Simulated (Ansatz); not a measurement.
# C₂H₆ClFSi: up Jacob's ladder to CCSD(T)

How much do the methods differ for C₂H₆ClFSi? The plan is to run it at one geometry with functionals of several rungs and with coupled cluster, and see how far each lands from CCSD(T) at the basis-set limit for the atomisation energy.

Program: Ansatz 0.2.0, Gaussian basis. Level of theory: functionals in def2-TZVPP, the program's frozen cores in correlated methods. These are calculated values, not measurements.

The runs, in order: PBE-D4, r2SCAN-D4, PBE0-D4, B3LYP-D4, ωB97X-V, ωB97M-V, B2PLYP; CCSD(T)/def2-TZVPP; MP2/def2-QZVPP; extrapolation to the limit.

### 1 The geometry

An earlier PBE0-D4/def2-TZVP relaxation fixed the geometry.

SMILES `C[SiH](F)CCl`, 11 atoms, charge 0, spin multiplicity 1.

Atoms are counted from 1 here; the program's logs count them from 0.

Bond lengths: C1–Si2 1.850 Å, C1–H6 1.092 Å, C1–H7 1.093 Å, C1–H8 1.092 Å, Si2–F3 1.607 Å, Si2–C4 1.877 Å, Si2–H9 1.482 Å, C4–Cl5 1.789 Å, C4–H10 1.091 Å, C4–H11 1.090 Å. Angles: Si2–C1–H6 110.7°, Si2–C1–H7 111.0°, Si2–C1–H8 110.2°, H6–C1–H7 108.3°, H6–C1–H8 108.2°, H7–C1–H8 108.3°, C1–Si2–F3 109.2°, C1–Si2–C4 111.8°, C1–Si2–H9 112.5°, F3–Si2–C4 106.7°, F3–Si2–H9 107.5°, C4–Si2–H9 108.8°, Si2–C4–Cl5 107.2°, Si2–C4–H10 112.9°, Si2–C4–H11 112.6°, Cl5–C4–H10 107.7°, Cl5–C4–H11 107.6°, H10–C4–H11 108.6°.

### 2 PBE-D4 (GGA)

in.yaml reads:

```yaml
crystal:
  periodic: [false, false, false]
  atoms:
    - {symbol: C, position_ang: [-1.368562, 0.388675, 0.665171]}
    - {symbol: Si, position_ang: [0.428942, 0.556316, 0.260953]}
    - {symbol: F, position_ang: [1.278344, 0.570225, 1.624666]}
    - {symbol: C, position_ang: [1.055910, -0.895877, -0.749135]}
    - {symbol: Cl, position_ang: [0.191353, -0.863788, -2.315196]}
    - {symbol: H, position_ang: [-1.713366, 1.242228, 1.252993]}
    - {symbol: H, position_ang: [-1.557017, -0.521476, 1.239920]}
    - {symbol: H, position_ang: [-1.959571, 0.344120, -0.252419]}
    - {symbol: H, position_ang: [0.732349, 1.811188, -0.467252]}
    - {symbol: H, position_ang: [0.853600, -1.858864, -0.278987]}
    - {symbol: H, position_ang: [2.123317, -0.829849, -0.960115]}
basis:
  gaussian: {orbitals: def2-TZVPP}
hamiltonian: {xc: pbe, dispersion: d4}
output: {forces: true, orbitals: {seedname: orbitals}}
```

Command:

```sh
> ansatz run in.yaml --threads 4 --pin off --events-out ev --progress --plain --max-ram 10444MiB
```

The runs that follow: r2SCAN-D4 (meta-GGA); PBE0-D4 (hybrid); B3LYP-D4 (hybrid); ωB97X-V (range-separated); ωB97M-V (range-separated); B2PLYP (double hybrid); CCSD(T) in def2-TZVPP; MP2 in def2-QZVPP.

**Question.** What will the summary of the whole plan be? Wanted: atomisation energy, CCSD(T)/CBS; farthest; mean size of error, hybrid; mean size of error, range-separated; gap, smallest and largest; T1 diagnostic; triples share of the correlation energy.

As calculated:

| quantity | value |
| --- | --- |
| atomisation energy, CCSD(T)/CBS | 971.0 kcal/mol |
| functionals within 4.9 kcal/mol (0.5 %) | r2SCAN-D4, PBE0-D4, ωB97X-V, ωB97M-V |
| farthest | B2PLYP (-13.4 kcal/mol) |
| mean size of error, hybrid | 3.9 kcal/mol |
| mean size of error, range-separated | 1.3 kcal/mol |
| gap, smallest and largest | 5.94 eV (PBE-D4), 12.95 eV (ωB97X-V) |
| T1 diagnostic | 0.0101 |
| triples share of the correlation energy | 3.5 % |

**Reading.** PBE-D4 misses by +9.3 kcal/mol, or 0.9 kcal/mol for each of 10 bonds. Double hybrids carry the basis error of their MP2 part in triple zeta, and no dispersion term here, so their miss is partly the set-up's. The reference freezes the cores and leaves out relativity and excitations past (T), so misses under about 4.9 kcal/mol can't be ranked. Hartree-Fock recovers 75 % of the binding; the rest is correlation. The gap grows from 5.9 to 12.9 eV across the functionals, mostly with the share of exact exchange.
